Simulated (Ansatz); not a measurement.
**GaPNH (triplet): the correlation ladder, cc-pVDZ**

Aim: climb from Hartree-Fock through coupled cluster for GaPNH (triplet) at one geometry and basis, and see what each rung misses.

Program: Ansatz 0.2.0, Gaussian basis. Level of theory: cc-pVDZ, core rule «outside noble gas», up to 20 orbitals frozen. These are calculated values, not measurements.

Plan: UHF; CCSD(T) on ROHF; CCSD(T) on UHF; BCCD(T) on ROHF; CISD; CCSDT(Q) on ROHF; CCSDT(Q) on UHF.

29 further runs of the same task are left out: 7 for a known fault of the program, 10 that didn't finish, 12 set aside as unsound or not needed.

## 1. The geometry

The geometry is a PBE0/def2-TZVP stationary point (not a proven minimum). No spin-orbit coupling is included. The filled d shell of Ga may be among the frozen orbitals whatever the setting's name suggests; the logs give the count.

4 atoms, charge 0, spin multiplicity 3.

Atoms are counted from 1 here; the program's logs count them from 0.

Bond lengths: Ga1–N2 1.821 Å, Ga1–H4 1.580 Å, N2–P3 1.530 Å. Angles: N2–Ga1–H4 120.1°, Ga1–N2–P3 169.0°.

## 2. UHF

Contents of in.yaml:

```yaml
crystal:
  periodic: [false, false, false]
  atoms:
    - {symbol: Ga, position_ang: [0.000001, -0.379916, 1.053510]}
    - {symbol: N, position_ang: [-0.000047, -0.190704, -0.757137]}
    - {symbol: P, position_ang: [0.000010, -0.326191, -2.280879]}
    - {symbol: H, position_ang: [0.000037, 0.896811, 1.984506]}
basis:
  gaussian: {orbitals: cc-pVDZ}
magnetization: {spin_polarized: true, initial_magnetization: 2}
hamiltonian: {xc: hf}
output: {orbitals: {seedname: orbitals}}
```

On the command line:

```console
> ansatz run in.yaml --threads 1 --pin off --events-out ev --progress --plain --max-ram 2393MiB
```

Further steps of the session: CCSD(T) on ROHF; CCSD(T) on UHF; BCCD(T) on ROHF; CISD; CCSDT(Q) on ROHF; CCSDT(Q) on UHF.

Q: Predict the results of all the runs planned. Wanted: UCCSDT(Q) below the RHF energy; RMP2 from UCCSDT(Q); UMP2 from UCCSDT(Q); RCCSD from UCCSDT(Q); RCCSD(T) from UCCSDT(Q); UCCSD(T) from UCCSDT(Q); RCCSDT(Q) from UCCSDT(Q); T1 diagnostic.

**Answer**, as computed:

```
                         quantity        value
   UCCSDT(Q) below the RHF energy   -9.7264 eV
              RMP2 from UCCSDT(Q)  +1101.6 meV
              UMP2 from UCCSDT(Q)  +1553.9 meV
             RCCSD from UCCSDT(Q)   +513.8 meV
          RCCSD(T) from UCCSDT(Q)    +95.6 meV
          UCCSD(T) from UCCSDT(Q)   +102.5 meV
         RCCSDT(Q) from UCCSDT(Q)    +14.5 meV
levels within 1 kcal/mol (43 meV)    RCCSDT(Q)
                    T1 diagnostic        0.039
```

**Reading.** RCCSD(T) misses by +95.6 meV, 1.0 % of the correlation energy. These misses are within one basis, not against nature; the frozen cores of restricted and unrestricted runs differ, which can shift their rows.
